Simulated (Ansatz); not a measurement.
BCa: an atomisation energy, run with Ansatz 0.2.0 through its Python package.

Script `run_tae.py`:
```python
"""Atomisation energy of BCa at the given geometry."""

from collections import Counter

import ansatz as az

BASIS = "def2-SVP"
FUNCTIONAL = "hf"


def total_energy(molecule, charge=0, unpaired=0):
    calc = molecule.calculation().basis(gaussian=BASIS).functional(FUNCTIONAL)
    if charge:
        calc = calc.charge(charge)
    if unpaired:
        calc = calc.spin("collinear", total=unpaired)
    report = calc.run().report
    if report["published_state_doubts"]:
        print("  doubts:", report["published_state_doubts"])
    return report["free_energy_ev"]


def main() -> None:
    mol = (
        az.Crystal.molecule()
        .atom("Ca", (0.0, 0.0, 0.0))
        .atom("B", (0.0, 0.0, 2.405))
    )

    # Hund ground states
    unpaired = {"Ca": 0, "B": 1}
    counts = Counter(site.symbol for site in mol.cartesian_sites)
    atom_energy = {s: total_energy(az.Crystal.molecule().atom(s, (0, 0, 0)), 0, unpaired[s]) for s in counts}
    whole = total_energy(mol, 0, 1)
    for s, e in atom_energy.items():
        print(f"{s:2s} x{counts[s]}  {e:14.5f} eV")
    print(f"BCa: {whole:.5f} eV")
    split = sum(counts[s] * e for s, e in atom_energy.items()) - whole
    print(f"atomisation energy (no zero-point term): {96.485332 * split:.1f} kJ/mol, {split / sum(counts.values()):.3f} eV an atom")


if __name__ == "__main__":
    main()
```

What does it cost to take this molecule apart into atoms?

53.6 kJ/mol from the electronic energies, without the zero-point term.

The run itself:

`python run_tae.py` gives:
```text
Ca x1    -18412.87577 eV
B  x1      -666.69406 eV
BCa: -19080.12516 eV
atomisation energy (no zero-point term): 53.6 kJ/mol, 0.278 eV an atom
```

What to keep in mind:
- Total energies depend on the basis set; only differences at equal settings carry meaning.
- The geometry is a force-field or estimated start, not a minimum of this method, and the basis set is short of its limit. All parts are taken at fixed geometry, without zero-point energy.
- The species is open-shell (spin multiplicity 2).
- The expectation value of S² is noticeably off S(S+1) in at least one run, so that state is spin-contaminated.
- Hartree-Fock leaves correlation out, so bond, atomisation and ionisation energies come out well too low.
- The spin state was assumed, and another may lie lower.
- Wall time of the script: 2 s on 1 thread of Arm Neoverse V1, on a shared host, peak memory 0.14 GiB.
